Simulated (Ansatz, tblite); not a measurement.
# The cluster Na14Cl14: rung by rung

An exercise on one series of results from a longer session: the logs are not shown, and one member is left open.

Program: Ansatz 0.2.0, Gaussian basis. Level of theory: as each input shows. These are calculated values, not measurements.

The runs, in order: GFN1-xTB, GFN2-xTB, PBE-D4/def2-TZVP, r2SCAN-D4/def2-TZVP, HF/def2-TZVP, PBE-D4/def2-SVP, PBE0-D4/def2-SVP, HF/STO-3G, MP2/def2-SVP.

2 further runs of the same task are left out: 2 set aside as unsound or not needed.

## The structure

The geometry is that of the singlet, from an earlier relaxation (r2SCAN-D4/def2-SVP).

28 atoms, charge 0, spin multiplicity 1.

Bond lengths: Cl1–Na15 2.665 Å, Cl1–Na16 2.587 Å, Cl1–Na19 2.643 Å, Cl2–Na15 2.795 Å, Cl2–Na16 2.605 Å, Cl2–Na17 2.607 Å, Cl2–Na21 2.803 Å, Cl3–Na15 2.665 Å, Cl3–Na17 2.587 Å, Cl3–Na18 2.653 Å, Cl4–Na15 2.714 Å, Cl4–Na18 2.670 Å, Cl4–Na19 2.677 Å, Cl4–Na21 2.766 Å, Cl4–Na24 2.742 Å, Cl5–Na19 2.642 Å, Cl5–Na20 2.747 Å, Cl5–Na24 2.837 Å and more. Angles: Na15–Cl1–Na16 85.5°, Na15–Cl1–Na19 88.0°, Na16–Cl1–Na19 84.2°, Na15–Cl2–Na16 82.6°, Na15–Cl2–Na17 82.2°, Na15–Cl2–Na21 84.2°, Na16–Cl2–Na17 163.5°, Na16–Cl2–Na21 85.9°, Na17–Cl2–Na21 86.2°, Na15–Cl3–Na17 85.2°, Na15–Cl3–Na18 88.2°, Na17–Cl3–Na18 84.3°, Na15–Cl4–Na18 86.8°, Na15–Cl4–Na19 86.3°, Na15–Cl4–Na21 86.5°, Na15–Cl4–Na24 176.7°, Na18–Cl4–Na19 171.0°, Na18–Cl4–Na21 86.7° and more.

PBE0-D4/def2-TZVP was run before; its log isn't repeated, and its numbers join the tables.

The first run:

Tight binding, by tblite at 300 K electronic temperature and without a spin-polarisation term:

```python
tblite.interface.Calculator('GFN1-xTB', numbers, positions, charge=0, uhf=0).singlepoint()
```

Tight binding, by tblite at 300 K electronic temperature and without a spin-polarisation term:

```python
tblite.interface.Calculator('GFN2-xTB', numbers, positions, charge=0, uhf=0).singlepoint()
```

start.molden holds the orbitals of an earlier run on this state, given as this run's starting guess.

Input file in.yaml:

```yaml
crystal:
  periodic: [false, false, false]
  atoms:
    - {symbol: Cl, position_ang: [1.375465, 2.620905, -5.126748]}
    - {symbol: Cl, position_ang: [-1.493219, -0.072564, -4.886590]}
    - {symbol: Cl, position_ang: [1.475805, -2.670431, -4.570017]}
    - {symbol: Cl, position_ang: [1.422902, 0.258174, -2.063708]}
    - {symbol: Cl, position_ang: [1.488619, 3.309708, 0.097836]}
    - {symbol: Cl, position_ang: [-1.516421, 2.946694, -2.412809]}
    - {symbol: Cl, position_ang: [-1.430579, -2.534952, -1.887341]}
    - {symbol: Cl, position_ang: [1.547054, -2.252807, 0.729907]}
    - {symbol: Cl, position_ang: [-1.435614, -3.928752, 2.704455]}
    - {symbol: Cl, position_ang: [1.325460, -3.020762, 5.326415]}
    - {symbol: Cl, position_ang: [1.525344, 1.234477, 3.333883]}
    - {symbol: Cl, position_ang: [-1.392144, 3.881296, 2.723609]}
    - {symbol: Cl, position_ang: [-1.410717, 0.458865, 0.700462]}
    - {symbol: Cl, position_ang: [-1.485030, -0.276969, 5.373537]}
    - {symbol: Na, position_ang: [1.298290, -0.017829, -4.760577]}
    - {symbol: Na, position_ang: [-1.204537, 2.514379, -4.975369]}
    - {symbol: Na, position_ang: [-1.109384, -2.618273, -4.475716]}
    - {symbol: Na, position_ang: [1.313972, -2.406156, -1.935451]}
    - {symbol: Na, position_ang: [1.250162, 2.893997, -2.500566]}
    - {symbol: Na, position_ang: [-1.252268, 3.162024, 0.202787]}
    - {symbol: Na, position_ang: [-1.342489, 0.207960, -2.102108]}
    - {symbol: Na, position_ang: [-1.227293, -2.242077, 0.724649]}
    - {symbol: Na, position_ang: [1.183504, -3.739788, 2.842666]}
    - {symbol: Na, position_ang: [1.392426, 0.531652, 0.664493]}
    - {symbol: Na, position_ang: [1.188762, 3.742116, 2.638147]}
    - {symbol: Na, position_ang: [1.131058, -0.444484, 5.284369]}
    - {symbol: Na, position_ang: [-1.317533, -2.841233, 5.049807]}
    - {symbol: Na, position_ang: [-1.301585, 1.304800, 3.299977]}
basis:
  gaussian: {orbitals: def2-TZVP, fitting: {mean_field: def2-universal-jkfit}, initial_orbitals: start.molden}
hamiltonian: {xc: pbe, dispersion: d4}
scf: {omitted_lower_state_checks: [starts]}
output: {forces: true, orbitals: {seedname: orbitals}}
```

Run with:

```
$ ansatz run in.yaml --threads 4 --pin off --events-out ev --progress --plain --max-ram 46080MiB --backend cuda --devices 0, --max-vram 37GiB
```

Among the steps run: PBE-D4/def2-TZVP; r2SCAN-D4/def2-TZVP; HF/def2-TZVP; PBE-D4/def2-SVP; PBE0-D4/def2-SVP; HF/STO-3G; MP2/def2-SVP.

One table of the session follows, with a row left open; its other results are not shown here.

| level | HOMO (eV) | LUMO (eV) | gap (eV) |
| --- | --- | --- | --- |
| HF/STO-3G | -7.68 | 12.26 | 19.94 |
| HF/def2-TZVP | -11.10 | 0.53 | 11.63 |
| PBE-D4/def2-SVP | -6.41 | -1.46 | 4.95 |
| PBE-D4/def2-TZVP | ? | ? | ? |
| r2SCAN-D4/def2-TZVP | -6.87 | -0.95 | 5.92 |
| PBE0-D4/def2-SVP | -7.78 | -0.84 | 6.94 |
| PBE0-D4/def2-TZVP | -7.90 | -0.92 | 6.98 |

Estimate the missing values for PBE-D4/def2-TZVP.

**Answer.** HOMO (eV): -6.55; LUMO (eV): -1.53; gap (eV): 5.02. In the column «HOMO (eV)» it lies between r2SCAN-D4/def2-TZVP (-6.87) and PBE-D4/def2-SVP (-6.41).
